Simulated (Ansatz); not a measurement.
# Ge: the cost of one run

Method: DFT LDA, scalar-relativistic, plane waves, PAW, in Ansatz 0.2.0.

1 further run of the same task is left out (set aside as unsound or not needed).

## Step 1: The starting structure

Symmetry: Cmcm, No. 63, orthorhombic system. Conventional cell: a = 2.976 Å, b = 5.189 Å, c = 4.728 Å, α = 90.00°, β = 90.00°, γ = 90.00°. Ge (site symmetry m2m) has 12 Ge at 2.92 to 2.99 Å as nearest neighbours.

As a file:

```cif
data_structure
_symmetry_space_group_name_H-M 'P 1'
_symmetry_Int_Tables_number 1
_cell_length_a 2.9911
_cell_length_b 2.9911
_cell_length_c 4.7276
_cell_angle_alpha 90.000
_cell_angle_beta 90.000
_cell_angle_gamma 120.332
_cell_volume 36.51
loop_
_atom_site_label
_atom_site_type_symbol
_atom_site_fract_x
_atom_site_fract_y
_atom_site_fract_z
_atom_site_occupancy
Ge1 Ge 0.66655 0.33345 0.25000 1
Ge2 Ge 0.33345 0.66655 0.75000 1
```

Source of the structure: the Materials Project (structure only).

## Step 2: Quick check of gap, pressure and forces

Contents of input.yaml:

```yaml
crystal:
  lattice:
    - [1.488052925, -2.59468961, 0.0]
    - [1.488052925, 2.59468961, 0.0]
    - [0.0, 0.0, 4.72759579]
  atoms:
    - { symbol: Ge, position: [0.66655337, 0.33344663, 0.25] }
    - { symbol: Ge, position: [0.33344663, 0.66655337, 0.75] }
basis:
  ecutwfc: 420
kpoints:
  mp_grid: { grid: [8, 8, 4] }
hamiltonian:
  xc: lda
scf:
  occupations: { method: gaussian, width: 0.1 }
output:
  forces: true
  stress: true
  eigenvalues: true
```

Launch:

```
$ ansatz run input.yaml --threads 1 --pin off --max-ram 1228MiB --backend cpu --events-out ev --progress --plain --runs-dir out
```

**Question.** How long does this run take on 1 thread of an Arm CPU, shared host, and how much memory does it need?

About 1.8 s, with a peak of 0.35 GiB.
